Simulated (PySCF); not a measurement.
**C₄H₁₀NSi₂ radical: geometry, EPR parameters**

Aim: predict the EPR parameters of C₄H₁₀NSi₂ radical (`C=C/[C]=C/N([SiH3])[SiH3]`).

Computed with PySCF 2.14.0, with density-fitted response routines of our own, on a single molecule in the gas phase. Atoms count from 0, in the outputs and in this text.

## 1. Starting geometry

17 atoms, charge 0, multiplicity 2; geometry from: GFN2-xTB.

Bonds of the start (Å): C0–C1 1.37, C1–C2 1.35, C2–C3 1.30, C3–N4 1.40, N4–Si5 1.74, N4–Si6 1.75, C0–H7 1.07, C0–H8 1.08, C1–H9 1.09, C3–H10 1.09, Si5–H11 1.47, Si5–H12 1.46, Si5–H13 1.47, Si6–H14 1.46, Si6–H15 1.46, Si6–H16 1.46.

## 2. Relaxing the molecule at PBE0-D3(BJ)/def2-SVP

Job settings and geometry (Å):

```
{"job": {"xc": "PBE0", "basis": "def2-SVP", "d3": "d3bj", "grid": 1, "kind": "geom"}, "charge": 0, "multiplicity": 2}
C      2.824370    -0.520160    -1.466070
C      2.214200    -0.974120    -0.324200
C      1.256120    -0.302620     0.354040
C      0.397840     0.383640     1.041390
N     -0.990070     0.327550     0.878480
Si    -1.946590     1.452900     1.800730
Si    -1.535360    -0.790460    -0.350430
H      3.571920    -1.107230    -1.966970
H      2.568410     0.434470    -1.890580
H      2.511070    -1.945720     0.062550
H      0.732090     1.060420     1.825040
H     -1.760720     2.810250     1.271580
H     -3.331050     1.015630     1.685290
H     -1.472250     1.398350     3.186950
H     -1.054990    -2.126170     0.007060
H     -2.992500    -0.717200    -0.324040
H     -1.006480    -0.375490    -1.650960
```

The program printed:

```text
step   0  E = -791.26551186  max force = 0.014890
step   1  E = -791.26988153  max force = 0.006188
step   2  E = -791.26884855  max force = 0.010237
step   3  E = -791.27035323  max force = 0.003464
step   4  E = -791.27055140  max force = 0.002177
step   5  E = -791.27054167  max force = 0.001676
step   6  E = -791.27060678  max force = 0.000298
step   7  E = -791.27060931  max force = 0.000182
optimisation converged
```

It took 93 s on 1 thread, shared host.

The steps of the relaxation: (the energy doesn't fall at every step)

| step | energy from step 0 (eV) | largest force component (eV/Å) |
| --- | --- | --- |
| 0 | 0.0000 | 0.7657 |
| 1 | -0.1189 | 0.3182 |
| 2 | -0.0908 | 0.5264 |
| 3 | -0.1317 | 0.1781 |
| 4 | -0.1371 | 0.1119 |
| 5 | -0.1369 | 0.0862 |
| 6 | -0.1386 | 0.0153 |
| 7 | -0.1387 | 0.0094 |

Distances of close pairs at the start and the end, largest changes first:

| bond | before (Å) | after (Å) | change (Å) |
| --- | --- | --- | --- |
| Si5–H12 | 1.456 | 1.489 | +0.033 |
| Si6–H15 | 1.459 | 1.491 | +0.032 |
| Si6–H16 | 1.464 | 1.494 | +0.030 |
| Si6–H14 | 1.464 | 1.493 | +0.029 |
| Si5–H13 | 1.466 | 1.495 | +0.029 |
| Si5–H11 | 1.469 | 1.497 | +0.028 |
| C0–C1 | 1.372 | 1.391 | +0.020 |
| C2–C3 | 1.296 | 1.315 | +0.019 |

The end geometry stands in the next job.

| at the end point | value |
| --- | --- |
| point group (found at 0.08 Å tolerance) | C1 |
| rotational constants (GHz, main isotopes) | 3.269, 0.888, 0.742 |
| dipole moment (D) | 0.15 |
| ⟨S²⟩ | 0.791 |

## 3. g tensor and hyperfine couplings: B3LYP/IGLO-III+pcH-1

Job settings and geometry (Å):

```
{"job": {"kind": "epr"}, "charge": 0, "multiplicity": 2}
C      2.906956    -0.523248    -1.483825
C      2.271796    -0.970867    -0.329508
C      1.300357    -0.301130     0.344017
C      0.417407     0.383380     1.038095
N     -0.981561     0.332065     0.882477
Si    -1.964578     1.457064     1.807437
Si    -1.586124    -0.789130    -0.337763
H      3.672867    -1.132203    -1.968030
H      2.650350     0.440940    -1.928273
H      2.570261    -1.953286     0.064972
H      0.780071     1.057917     1.831144
H     -1.842596     2.862671     1.308225
H     -3.383006     1.017115     1.700041
H     -1.516388     1.441028     3.233432
H     -1.155297    -2.182400    -0.018672
H     -3.073349    -0.688645    -0.307572
H     -1.081158    -0.427229    -1.696338
```

Level: UKS B3LYP, IGLO-III on C N Si, pcH-1 on H, non-relativistic, mean-field spin-orbit, GIAO.

The program printed:

```text
UKS, coarse grid
  cycle   1  E = -792.20049859  |g| = 3.37e-01
  cycle   2  E = -792.16886731  |g| = 4.23e-01
  cycle   3  E = -792.24649053  |g| = 8.53e-02
  cycle   4  E = -792.24894099  |g| = 3.98e-02
  cycle   5  E = -792.24977171  |g| = 1.57e-02
  cycle   6  E = -792.24991903  |g| = 6.94e-03
  cycle   7  E = -792.24995955  |g| = 3.21e-03
  cycle   8  E = -792.24997138  |g| = 2.11e-03
  cycle   9  E = -792.24997492  |g| = 6.08e-04
UKS, final grid
  cycle   1  E = -792.24995254  |g| = 8.74e-04
  cycle   2  E = -792.24995173  |g| = 1.57e-03
  cycle   3  E = -792.24995312  |g| = 1.59e-04
  cycle   4  E = -792.24995316  |g| = 1.23e-04
  cycle   5  E = -792.24995320  |g| = 8.27e-05
  cycle   6  E = -792.24995320  |g| = 2.17e-05
E = -792.24995320 Eh   <S^2> = 0.7785 (exact 0.7500)
g shifts (ppm)      1          2          3
  rmc          -142       -142       -142
  gc              9         33         47
  oz_so          26        342        605
  total        -106        233        510
hyperfine (MHz)  atom isotope    a_iso     a_fc   dipolar eigenvalues
    0   13C      59.04      59.14    -52.33    -50.80    103.13
    1   13C     -48.74     -48.77    -28.34     11.06     17.29
    2   13C      49.84      49.94    -52.01    -37.98     89.98
    3   13C     -36.05     -36.06     -9.78      1.88      7.90
    4   14N      21.67      21.67     -1.89     -0.97      2.86
    5  29Si      -0.79      -0.80     -2.13      0.89      1.23
    6  29Si       1.34       1.34     -1.28      0.25      1.03
    7    1H     -44.33     -44.34    -25.69     -0.20     25.89
    8    1H     -42.73     -42.73    -22.39     -1.75     24.14
    9    1H      17.15      17.15     -5.02     -1.62      6.64
   10    1H      84.46      84.46     -3.48     -2.34      5.82
   11    1H      -0.55      -0.55     -0.60     -0.45      1.05
   12    1H       0.40       0.40     -0.60     -0.24      0.84
   13    1H       0.77       0.77     -0.78     -0.46      1.24
   14    1H       4.21       4.21     -1.86     -1.50      3.36
   15    1H       0.49       0.49     -0.80     -0.48      1.27
   16    1H       1.91       1.91     -2.14     -1.27      3.41
```

It took 88 s on 1 thread, shared host.

Principal g values 2.00221, 2.00255, 2.00283; g(iso) = 2.00253, against 2.00232 for a free electron.

Hyperfine couplings; where a row names several nuclei, a(iso) is their mean (it holds for fast rotation or exchange) and the dipolar term the largest among them:

| nuclei | isotope | a(iso) (MHz) | a(iso) (G, at g = 2.0023) | largest dipolar term (MHz) |
| --- | --- | --- | --- | --- |
| H10 | 1H | 84.5 | 30.1 | 5.8 |
| C0 | 13C | 59.0 | 21.1 | 103.1 |
| C2 | 13C | 49.8 | 17.8 | 90.0 |
| C1 | 13C | -48.7 | -17.4 | -28.3 |
| H7 | 1H | -44.3 | -15.8 | 25.9 |
| H8 | 1H | -42.7 | -15.2 | 24.1 |
| C3 | 13C | -36.0 | -12.9 | -9.8 |
| N4 | 14N | 21.7 | 7.7 | 2.9 |
| H9 | 1H | 17.1 | 6.1 | 6.6 |
| H11, H12, H13, H14, H15, H16 | 1H | 1.2 | 0.4 | 3.4 |
| Si5, Si6 | 29Si | 0.3 | 0.1 | -2.1 |

Mulliken spin populations:

C0 0.72; C1 -0.25; C2 0.60; C3 -0.08; N4 0.00; Si5 0.01; Si6 0.02; H7 -0.03; H8 -0.03; H9 0.01; H10 0.04; H11 0.00; H12 0.00; H13 0.00; H14 0.00; H15 0.00; H16 0.00

In first order the couplings over 0.8 MHz of 1H, 14N give 336 distinct lines over 85.4 G, if the averaged nuclei exchange fast.

## 4. Summary of results

```
                            quantity                 value
                         point group                    C1
rotational constants (main isotopes)  3.27, 0.89, 0.74 GHz
                      g(iso) (B3LYP)               2.00253
                                ⟨S²⟩    0.779 (exact 0.75)
  largest a(iso) (averaged by class)   1H on H10, 84.5 MHz
```

What this shows: Relaxing lowered the energy by 0.139 eV in 7 steps; the close pair that moved most is Si5–H12, from 1.456 to 1.489 Å. The largest spin populations lie on C0 (0.72 e), C2 (0.60 e). The isotropic g lies 0.2 ppt above the free-electron value.
